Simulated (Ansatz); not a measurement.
# CH6ClInSi (SMILES [CH3][In]([SiH3])[Cl]): levels of theory compared

We compute a comparison of 3 runs (HF/3-21G, PBE0/def2-SVP, CCSD(T)/CRENBL) of CH6ClInSi. 

The results are computed with Ansatz 0.2.0.

7 further runs of the same task are left out: 3 for a known fault of the program, 2 that didn't finish, 2 set aside as unsound or not needed.

**1. Starting point**

CH6ClInSi has 10 atoms, charge 0, and is taken as a singlet. As SMILES, `[CH3][In]([SiH3])[Cl]`. Geometry: relaxed at PBE0-D4/def2-TZVP.

Bond lengths: C1–In2 2.141 Å, In2–Si3 2.565 Å, In2–Cl4 2.365 Å, C1–H5 1.091 Å, C1–H6 1.091 Å, C1–H7 1.089 Å, Si3–H8 1.484 Å, Si3–H9 1.489 Å, Si3–H10 1.489 Å. Some angles: C1–In2–Si3 137.7°, C1–In2–Cl4 110.5°, Si3–In2–Cl4 111.8°, In2–C1–H5 110.2°, In2–C1–H6 110.0°, In2–C1–H7 109.0°, In2–Si3–H8 111.0°, In2–Si3–H9 109.7°, In2–Si3–H10 109.9°, H5–C1–H6 108.4°.

**2. Energy and gradient at HF/3-21G (run 1)**

Contents of in.yaml:

```yaml
crystal:
  periodic: [false, false, false]
  atoms:
    - {symbol: C, position_ang: [-0.949700, 1.813700, -0.793500]}
    - {symbol: In, position_ang: [-0.434700, -0.206900, -0.307800]}
    - {symbol: Si, position_ang: [1.361300, -1.433300, 1.052000]}
    - {symbol: Cl, position_ang: [-1.957200, -1.714200, -1.309800]}
    - {symbol: H, position_ang: [-0.111400, 2.307700, -1.287300]}
    - {symbol: H, position_ang: [-1.187700, 2.367500, 0.116300]}
    - {symbol: H, position_ang: [-1.814900, 1.809300, -1.455300]}
    - {symbol: H, position_ang: [1.201100, -2.904800, 0.939400]}
    - {symbol: H, position_ang: [1.261700, -1.039600, 2.484400]}
    - {symbol: H, position_ang: [2.714800, -1.050500, 0.564600]}
basis:
  gaussian: {orbitals: 3-21G-spherical.json}
total_charge: 0
hamiltonian: {xc: hf}
accuracy: high
output: {forces: true, orbitals: {seedname: orbitals}}
```

The basis set 3-21G is read from a file made from the Basis Set Exchange's data (not shown).

Command:

```console
$ ansatz run in.yaml --threads 1 --pin off --max-ram 2610MiB --events-out events.jsonl --progress --plain --runs-dir runs
```

The program printed (excerpt; [...] marks lines left out):

```text
Warning: RAYON_NUM_THREADS=1 ignored (pool sized by the plan → 1); use --threads N
Functional definition: HF
  name "HF"
[...]
1745 factors; integrals over basis functions are off by at most 9.3e-9 eV
[...]
mean field -176891.33598350 eV, -6500.6366961397 hartree, gradient 3.0e-8 eV, S^2 0.000000; 0 other end points of the search recorded, 0 dependent functions left out
[...]
reference -176891.33598350 eV, -6500.6366961397 hartree; 46, 46 occupied and 32, 32 virtual orbitals, 1745 factors
Total energy: -176891.33598350 eV, -6500.6366961397 hartree
Atom 0 at    -0.949700     1.813700    -0.793500 Å, force     0.019747     0.442770    -0.005512 eV/Å
Atom 1 at    -0.434700    -0.206900    -0.307800 Å, force     0.377323     0.461761     0.235284 eV/Å
Atom 2 at     1.361300    -1.433300     1.052000 Å, force     0.399418    -0.181522     0.300993 eV/Å
Atom 3 at    -1.957200    -1.714200    -1.309800 Å, force    -0.840262    -0.818529    -0.551784 eV/Å
Atom 4 at    -0.111400     2.307700    -1.287300 Å, force    -0.254796     0.027856     0.058000 eV/Å
Atom 5 at    -1.187700     2.367500     0.116300 Å, force    -0.008931     0.014354    -0.262226 eV/Å
Atom 6 at    -1.814900     1.809300    -1.455300 Å, force     0.181290     0.125436     0.131951 eV/Å
Atom 7 at     1.201100    -2.904800     0.939400 Å, force     0.021622    -0.037182     0.015137 eV/Å
Atom 8 at     1.261700    -1.039600     2.484400 Å, force     0.033110    -0.017771     0.064353 eV/Å
Atom 9 at     2.714800    -1.050500     0.564600 Å, force     0.071480    -0.017171     0.013804 eV/Å
Dipole moment:     0.511333     0.676744     0.326620 e Å
```

Run time: 5.7 s. Hardware: 1 thread of Arm Neoverse V1, shared host; peak memory 0.26 GiB.

**3. Energy and gradient at PBE0/def2-SVP (core potential) (run 2)**

Contents of input.yaml:

```yaml
crystal:
  periodic: [false, false, false]
  atoms:
    - {symbol: C, position_ang: [-0.949700, 1.813700, -0.793500]}
    - {symbol: In, position_ang: [-0.434700, -0.206900, -0.307800]}
    - {symbol: Si, position_ang: [1.361300, -1.433300, 1.052000]}
    - {symbol: Cl, position_ang: [-1.957200, -1.714200, -1.309800]}
    - {symbol: H, position_ang: [-0.111400, 2.307700, -1.287300]}
    - {symbol: H, position_ang: [-1.187700, 2.367500, 0.116300]}
    - {symbol: H, position_ang: [-1.814900, 1.809300, -1.455300]}
    - {symbol: H, position_ang: [1.201100, -2.904800, 0.939400]}
    - {symbol: H, position_ang: [1.261700, -1.039600, 2.484400]}
    - {symbol: H, position_ang: [2.714800, -1.050500, 0.564600]}
basis:
  gaussian:
    orbitals: def2-SVP
hamiltonian:
  xc: {name: PBE0}
accuracy: high
output:
  forces: true
  orbitals: {seedname: orbitals}
```

Command:

```console
$ ansatz run input.yaml --threads 1 --pin off --max-ram 2610MiB --events-out events.jsonl --progress --plain --runs-dir runs
```

The program printed:

```text
Warning: RAYON_NUM_THREADS=1 ignored (pool sized by the plan → 1); use --threads N
[... 16 lines left out ...]
Total energy: -26694.22072480 eV, -980.9945176437 hartree
[... 10 lines left out ...]
Dipole moment:     0.374816     0.485666     0.240247 e Å
```

Wall time 19 s (1 thread of Arm Neoverse V1, shared host); peak memory 0.43 GiB.

**4. The energy at CCSD(T)/CRENBL (core potential) (run 3)**

Contents of job.yaml:

```yaml
crystal:
  periodic: [false, false, false]
  atoms:
    - {symbol: C, position_ang: [-0.949700, 1.813700, -0.793500]}
    - {symbol: In, position_ang: [-0.434700, -0.206900, -0.307800]}
    - {symbol: Si, position_ang: [1.361300, -1.433300, 1.052000]}
    - {symbol: Cl, position_ang: [-1.957200, -1.714200, -1.309800]}
    - {symbol: H, position_ang: [-0.111400, 2.307700, -1.287300]}
    - {symbol: H, position_ang: [-1.187700, 2.367500, 0.116300]}
    - {symbol: H, position_ang: [-1.814900, 1.809300, -1.455300]}
    - {symbol: H, position_ang: [1.201100, -2.904800, 0.939400]}
    - {symbol: H, position_ang: [1.261700, -1.039600, 2.484400]}
    - {symbol: H, position_ang: [2.714800, -1.050500, 0.564600]}
basis:
  gaussian:
    orbitals: CRENBL.json
hamiltonian:
  pseudopotentials:
    relativity: none
correlation:
  method: ccsd_t
  electrons: all
output:
  orbitals: {seedname: orbitals}
```

The basis set CRENBL is read from a file made from the Basis Set Exchange's data (not shown).

Command:

```console
$ ansatz run job.yaml --threads 1 --pin off --max-ram 2610MiB --events-out events.jsonl --progress --plain --runs-dir runs
```

The program printed (excerpt; [...] marks lines left out):

```text
Warning: RAYON_NUM_THREADS=1 ignored (pool sized by the plan → 1); use --threads N
[... 2 set-up lines as earlier in the session ...]
[...]
1131 factors; integrals over basis functions are off by at most 5.7e-4 eV
[...]
mean field -2289.11262079 eV, -84.1233371976 hartree, gradient 2.5e-6 eV, S^2 0.000000; 0 other end points of the search recorded, 0 dependent functions left out
reference -2289.11262079 eV, -84.1233371976 hartree; 17, 17 occupied and 87, 87 virtual orbitals, 1131 factors
second order -11.12114871 eV of doubles, -0.00000000 eV of singles
cycle   1  -11.84329573 eV  change   -7.2e-1 eV  update   9.8e-2
[...]
cycle   9  -12.38548183 eV  change   -1.3e-5 eV  update   1.6e-5
perturbative correction -0.29295807 eV, -0.0107660107 hartree
Total energy: -2301.79106069 eV, -84.5892612703 hartree
```

It took 30 s on 1 thread of Arm Neoverse V1, shared host; peak memory 0.58 GiB.

**5. The series**

```csv
run,level,core potential,task,energy (Eh),dipole moment (D),HOMO energy (eV),LUMO energy (eV),wall time
1,HF/3-21G,none,gradient,-6500.636696,4.37,-9.98,0.70,5.7 s
2,PBE0/def2-SVP (core potential),def2-SVP,gradient,-980.994518,3.16,-7.35,-1.74,19 s
3,CCSD(T)/CRENBL (core potential),CRENBL,energy,-84.589261,–,-9.95,0.75,30 s
```

**6. Results**

| quantity | value |
| --- | --- |
| run 3: total energy | -84.58926 Eh |
| run 3: HOMO energy (Hartree–Fock orbitals) | -9.95 eV |
| run 3: LUMO energy (Hartree–Fock orbitals) | 0.75 eV |
| run 3: HOMO–LUMO gap (Hartree–Fock orbitals) | 10.70 eV |
| run 3: correlation energy | -465.9 mEh |
| run 3: (T) correction | -10.77 mEh |
| run 3: T1 diagnostic | 0.013 |

**Reading.** Some runs of one species differ in core potentials or relativity; totals across that change don't compare. In run 1 relativity is left out where basis or elements ask for it. All runs together took 55 s, the longest 30 s.
